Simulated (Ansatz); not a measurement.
# GaSi− (quintet): from Hartree-Fock to the top rungs, aug-cc-pVDZ

The task here is to estimate one member of a computed series from the others.

The runs use Ansatz 0.2.0, Gaussian basis; aug-cc-pVDZ, core rule «outside noble gas», up to 19 orbitals frozen.

The runs, in order: UHF; CCSD(T) on ROHF; CCSD(T) on UHF; BCCD(T) on ROHF; CISD; CCSDT(Q) on ROHF; CCSDT(Q) on UHF; CASSCF and MRCISD+Q, 8 electrons in 8 orbitals; CASSCF and NEVPT2, 8 electrons in 8 orbitals.

18 further runs of the same task are left out: 10 that didn't finish, 8 set aside as unsound or not needed.

### The geometry

The geometry is a PBE0/def2-TZVPD stationary point (not a proven minimum) of the parent state, kept for this charge and spin. No spin-orbit coupling is included. The filled d shell of Ga may be among the frozen orbitals whatever the setting's name suggests; the logs give the count.

2 atoms, charge -1, spin multiplicity 5.

Atoms are counted from 1 here; the program's logs count them from 0.

Bond lengths: Si1–Ga2 2.422 Å.

The first run:

Input file in.yaml:

```yaml
crystal:
  periodic: [false, false, false]
  atoms:
    - {symbol: Si, position_ang: [0.000000, 0.000000, 0.000000]}
    - {symbol: Ga, position_ang: [0.000000, 0.000000, 2.421900]}
basis:
  gaussian: {orbitals: aug-cc-pVDZ}
total_charge: -1
magnetization: {spin_polarized: true, initial_magnetization: 4}
hamiltonian: {xc: hf}
output: {orbitals: {seedname: orbitals}}
```

Launch:

```sh
> ansatz run in.yaml --threads 1 --pin off --events-out ev --progress --plain --max-ram 2393MiB
```

Steps of the session up to this table: UHF; CCSD(T) on ROHF; CCSD(T) on UHF; BCCD(T) on ROHF; CISD; CCSDT(Q) on ROHF; CCSDT(Q) on UHF; CASSCF and MRCISD+Q, 8 electrons in 8 orbitals; CASSCF and NEVPT2, 8 electrons in 8 orbitals.

One table of the session follows, with a row left open; its other results are not shown here.

```
          method  from UCCSDT(Q) (kcal/mol)
            ROHF                     +92.89
             UHF                     +90.43
            RMP2                     +21.70
            UMP2                     +22.43
           RCCSD                      +5.25
           UCCSD                      +5.04
        RCCSD(T)                      +1.31
        UCCSD(T)                      +1.18
         BCCD(T)                      +1.30
          RCCSDT                          ?
          UCCSDT                      +0.29
       RCCSDT(Q)                      +0.15
       UCCSDT(Q)                          0
  CASSCF valence                     +73.45
  NEVPT2 valence                     +19.06
  MRCISD valence                      +7.05
MRCISD+Q valence                      +0.20
```

Estimate the missing values for RCCSDT.

The run gave: from UCCSDT(Q) (kcal/mol): +0.44. In the column «from UCCSDT(Q) (kcal/mol)» it lies between UCCSDT (+0.29) and UCCSD(T) (+1.18).

Among the levels timed on like hardware and quicker than the yardstick, those that no quicker one beats, quickest first: NEVPT2 valence (10 s, +19.06 kcal/mol); MRCISD+Q valence (11 s, +0.20 kcal/mol); RCCSDT(Q) (39 s, +0.15 kcal/mol).

Not comparable, so not listed: CISD (they don't share determinant, frozen orbitals or solution with the rows shown, or repeat one).

Limits of these values: Of the multireference levels listed MRCISD+Q valence comes nearest in total energy (+0.20 kcal/mol), which doesn't show that its space is the better one. Restricted and unrestricted rows rest on different reference determinants; where their highest levels disagree by more than a few hundredths of an eV, they describe different states and don't form one ladder.
